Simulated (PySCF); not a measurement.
# Yb(SH)2: other functionals and bases at one geometry

An exercise on one series of results from a longer session: the logs are not shown, and one member is left open.

Computed with PySCF 2.14.0. Level: several levels, as the steps say, no spin–orbit coupling.

1 further run of the same task is left out (for a known fault of the program).

### Starting geometry

5 atoms, charge 0, spin multiplicity 1.

Bond lengths: Yb1–S2 2.614 Å, Yb1–S4 2.614 Å, S2–H3 1.356 Å, S4–H5 1.356 Å. Angles: S2–Yb1–S4 135.3°, Yb1–S2–H3 90.0°, Yb1–S4–H5 90.0°.

Coordinates:

```
Yb    0.0000    0.0000   -0.0979
S     2.4175    0.0007    0.8959
H     2.9209   -0.2860   -0.3306
S    -2.4175   -0.0007    0.8959
H    -2.9209    0.2860   -0.3306
```

Formal oxidation states: Yb +2. An earlier session relaxed this geometry at PBE0, Yb def2-SVP with ECP28, S def2-SVP, H def2-SVP (singlet, point group C2).

At PBE0 on the finer grid: E = -1956.320922 Eh, HOMO -6.05 eV, LUMO -2.25 eV, Mulliken charge on Yb1 +0.75 e, largest force component 0.012 eV/Å. 

Levels to run: B3LYP; CAM-B3LYP; PBE0, TZVP. Hardware: 2 threads of Arm Neoverse V1, shared host.

The first run:

run.py (the lines that set the calculation) reads:

```python
mol = gto.M(atom='''
Yb     0.00000     0.00000    -0.09791
S      2.41752     0.00067     0.89592
H      2.92091    -0.28598    -0.33061
S     -2.41752    -0.00067     0.89592
H     -2.92091     0.28598    -0.33061''',
    basis={'Yb': 'def2-SVP', 'S': 'def2-SVP', 'H': 'def2-SVP'},
    ecp={'Yb': 'def2-SVP'},
    charge=0, spin=0)
mf = dft.RKS(mol, xc='B3LYP')
mf.grids.atom_grid = (75, 302)  # f atoms: unpruned, at least (60, 302)
mf = mf.density_fit()  # fitting sets: Yb def2-universal-JKFIT, S def2-universal-JKFIT, H def2-universal-JKFIT
mf.conv_tol = 1e-08; mf.max_cycle = 55
mf.kernel(dm0)  # dm0: the density of the relaxed state
```

Started as:

```bash
> OMP_NUM_THREADS=2 python run.py
```

Among the steps run: B3LYP; CAM-B3LYP; PBE0, TZVP.

One of the session's tables, all rows but one given; the rest of the session is left out.

| level | HOMO (eV) | gap (eV) | charge on Yb1 (e) | dipole (D) | largest force component (eV/Å) |
| --- | --- | --- | --- | --- | --- |
| PBE0 (relaxed here) | -6.05 | 3.80 | 0.75 | 6.56 | 0.01 |
| B3LYP | -5.58 | 3.03 | 0.70 | 6.24 | 0.15 |
| CAM-B3LYP | ? | ? | ? | ? | ? |
| PBE0, TZVP | -6.20 | 3.89 | 0.97 | 6.38 | 0.21 |

Estimate the missing values for CAM-B3LYP.

The run gave: HOMO (eV): -7.38; gap (eV): 5.73; charge on Yb1 (e): 0.73; dipole (D): 6.51; largest force component (eV/Å): 0.04. In the column «HOMO (eV)» it is the lowest.

In one basis the HOMO–LUMO gap runs from 3.03 eV (B3LYP) to 5.73 eV (CAM-B3LYP). The largest leftover force, 0.21 eV/Å with PBE0, TZVP, stands at a geometry relaxed at another level. Total energies of different levels can't be compared.
